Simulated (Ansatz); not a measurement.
**C3H12OSi2: molecular dynamics**

The plan is to follow the molecule's vibrations and see whether its bonds hold. The start is relaxed first. Runs: 295 steps of 0.5 fs at constant energy, with velocities drawn for 200 K. SMILES of the start: CC(C)([SiH3])[SiH2]O.

Method: RKS B3LYP/STO-3G, in Ansatz 0.2.0.

### 1 The structure to begin with

Bond lengths (14 of 17 bonds, heavy atoms first): C1–C2 1.541 Å, C2–C3 1.517 Å, C2–Si4 1.949 Å, C2–Si5 1.906 Å, Si5–O6 1.665 Å, C1–H7 1.137 Å, C1–H8 1.070 Å, C1–H9 1.099 Å, C3–H10 1.132 Å, C3–H11 1.083 Å, C3–H12 1.110 Å, Si4–H13 1.417 Å, Si4–H14 1.430 Å, Si4–H15 1.536 Å. Angles (14 of 31 angles, heavy atoms first): C1–C2–C3 105.6°, C1–C2–Si4 114.7°, C1–C2–Si5 113.9°, C3–C2–Si4 109.6°, C3–C2–Si5 112.1°, Si4–C2–Si5 101.0°, C2–Si5–O6 114.3°, C2–C1–H7 108.1°, C2–C1–H8 111.2°, C2–C1–H9 110.6°, C2–C3–H10 113.6°, C2–C3–H11 113.5°, C2–C3–H12 113.9°, C2–Si4–H13 113.6°.

The coordinates stand in the first input below.

### 2 Relaxing the start

input.yaml

```yaml
crystal:
  periodic: [false, false, false]
  atoms:
    - { symbol: C, position_ang: [-0.7741, -1.3891, -0.4152] }
    - { symbol: C, position_ang: [0.1829, -0.2356, -0.057] }
    - { symbol: C, position_ang: [1.45, -0.8981, 0.4512] }
    - { symbol: Si, position_ang: [0.6155, 0.9545, -1.5384] }
    - { symbol: Si, position_ang: [-0.5348, 1.001, 1.2031] }
    - { symbol: O, position_ang: [-2.0753, 1.5236, 0.8494] }
    - { symbol: H, position_ang: [-1.739, -0.937, -0.8108] }
    - { symbol: H, position_ang: [-0.3755, -1.9916, -1.2049] }
    - { symbol: H, position_ang: [-1.0643, -1.946, 0.4869] }
    - { symbol: H, position_ang: [2.2483, -0.1625, 0.7717] }
    - { symbol: H, position_ang: [1.9168, -1.5515, -0.276] }
    - { symbol: H, position_ang: [1.3016, -1.5087, 1.3664] }
    - { symbol: H, position_ang: [1.466, 2.0272, -1.1732] }
    - { symbol: H, position_ang: [1.1346, 0.148, -2.5995] }
    - { symbol: H, position_ang: [-0.7113, 1.5132, -2.0752] }
    - { symbol: H, position_ang: [-0.6313, 0.3278, 2.5317] }
    - { symbol: H, position_ang: [0.3573, 2.2091, 1.4185] }
    - { symbol: H, position_ang: [-2.805, 0.927, 1.123] }
basis:
  gaussian: { orbitals: STO-3G }
hamiltonian:
  xc: b3lyp
relax:
  f_tol: 0.02
  max_steps: 40
```

On the command line:

```console
$ ansatz run input.yaml --threads 1 --pin off --max-ram 2048MiB --backend cpu --events-out ev --progress --plain --runs-dir out
```

Further steps of the session: Dynamics.

Q: Predict the outcome of this session. Wanted: relaxation of the start; temperature, first and last step; temperature, second half; potential energy, second half; largest change of the total energy; bonds formed or broken.

The runs gave:

| quantity | value |
| --- | --- |
| relaxation of the start | 11 moves, 0.826 eV lower |
| length | 295 steps of 0.5 fs |
| temperature, first and last step | 200 and 96 K |
| temperature, second half | mean 99 K, from 65 to 125 K |
| potential energy, second half | +12 meV/atom from the start |
| largest change of the total energy | 0.12 meV/atom |
| bonds formed or broken | 0 |

In words: The temperature starts at 200 K and averages 99 K in the second half, where it ranges from 65 to 125 K; a mean near half the start is what vibrations about a minimum give, since they share energy equally between motion and strain. The total energy strays from its start by at most 0.12 meV/atom, 1.1 % of the mean kinetic energy, so a step of 0.5 fs is short enough over this time. No bond forms or breaks. Averages from a run of 148 fs with 18 atoms are rough. The nuclei move classically, without zero-point motion, which matters most for hydrogen. The basis is very small, so the numbers are rough.
